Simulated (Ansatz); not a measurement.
# SiW8C8Cl4: the cost of one run

All numbers below are computed with Ansatz 0.2.0 (DFT PBE, plane waves, PAW, scalar-relativistic, no spin polarisation).

## 1. The system as given

The cell holds 21 atoms (C8Cl4SiW8): a = 5.780 Å, b = 5.780 Å, c = 17.232 Å, α = 90.00°, β = 90.00°, γ = 120.00°.

Structure file:

```xyz
21
Lattice="5.7800 0.0000 0.0000 -2.8900 5.0056 0.0000 0.0000 0.0000 17.2318" Properties=species:S:1:pos:R:3 pbc="T T T"
W     0.0000    0.0000    1.0000
C     1.4450    0.8343    2.4106
W     0.0000    0.0000    3.8212
C     1.4450    0.8343    5.2318
W    -1.4450    2.5028    1.0000
C     0.0000    3.3371    2.4106
W    -1.4450    2.5028    3.8212
C     0.0000    3.3371    5.2318
W     2.8900    0.0000    1.0000
C     4.3350    0.8343    2.4106
W     2.8900    0.0000    3.8212
C     4.3350    0.8343    5.2318
W     1.4450    2.5028    1.0000
C     2.8900    3.3371    2.4106
W     1.4450    2.5028    3.8212
C     2.8900    3.3371    5.2318
Si    1.5540    2.4081    8.1618
Cl   -0.2742    1.8729    7.4891
Cl    2.9301    1.0934    7.4891
Cl    2.0040    4.2573    7.4891
Cl    1.5540    2.4081   10.1818
```

## 2. Preparing the start

Input file input.yaml:

```yaml
accuracy: low
crystal:
  lattice:
    - [5.78, 0.0, 0.0]
    - [-2.89, 5.005627, 0.0]
    - [0.0, 0.0, 17.2318]
  atoms:
    - { symbol: W, position: [0.0, 0.0, 0.0580322] }
    - { symbol: C, position: [0.3333333, 0.1666667, 0.1398925] }
    - { symbol: W, position: [0.0, 0.0, 0.2217528] }
    - { symbol: C, position: [0.3333333, 0.1666667, 0.3036131] }
    - { symbol: W, position: [0.0, 0.5, 0.0580322] }
    - { symbol: C, position: [0.3333333, 0.6666667, 0.1398925] }
    - { symbol: W, position: [0.0, 0.5, 0.2217528] }
    - { symbol: C, position: [0.3333333, 0.6666667, 0.3036131] }
    - { symbol: W, position: [0.5, 0.0, 0.0580322] }
    - { symbol: C, position: [0.8333333, 0.1666667, 0.1398925] }
    - { symbol: W, position: [0.5, 0.0, 0.2217528] }
    - { symbol: C, position: [0.8333333, 0.1666667, 0.3036131] }
    - { symbol: W, position: [0.5, 0.5, 0.0580322] }
    - { symbol: C, position: [0.8333333, 0.6666667, 0.1398925] }
    - { symbol: W, position: [0.5, 0.5, 0.2217528] }
    - { symbol: C, position: [0.8333333, 0.6666667, 0.3036131] }
    - { symbol: Si, position: [0.5093854, 0.4810689, 0.4736476] }
    - { symbol: Cl, position: [0.1396435, 0.3741618, 0.4346116] }
    - { symbol: Cl, position: [0.6161597, 0.2184339, 0.4346116] }
    - { symbol: Cl, position: [0.7719609, 0.8504978, 0.4346116] }
    - { symbol: Cl, position: [0.5093854, 0.4810689, 0.5908727] }
basis:
  ecutwfc: 420.0
kpoints:
  mp_grid: { grid: [2, 2, 1] }
hamiltonian:
  xc: pbe
  pseudopotentials: { kind: paw, azcp: { folder: soft_1 } }
scf:
  occupations: { method: fermi_dirac, width: 0.1 }
  lower_state_search: "off"
relax:
  f_tol: 0.08
  max_steps: 25
  adjacent_minimum: "off"
  constraints: [{ sites: [0, 4, 8, 12] }]
```

Launch:

```bash
$ ansatz run input.yaml --threads 2 --pin off --max-ram 5120MiB --backend cpu --events-out ev --progress --plain --runs-dir out
```

**Question.** How long does this run take on 2 threads of Arm Neoverse V2, shared host, and how much memory does it need?

About 67 s, with a peak of 0.95 GiB.
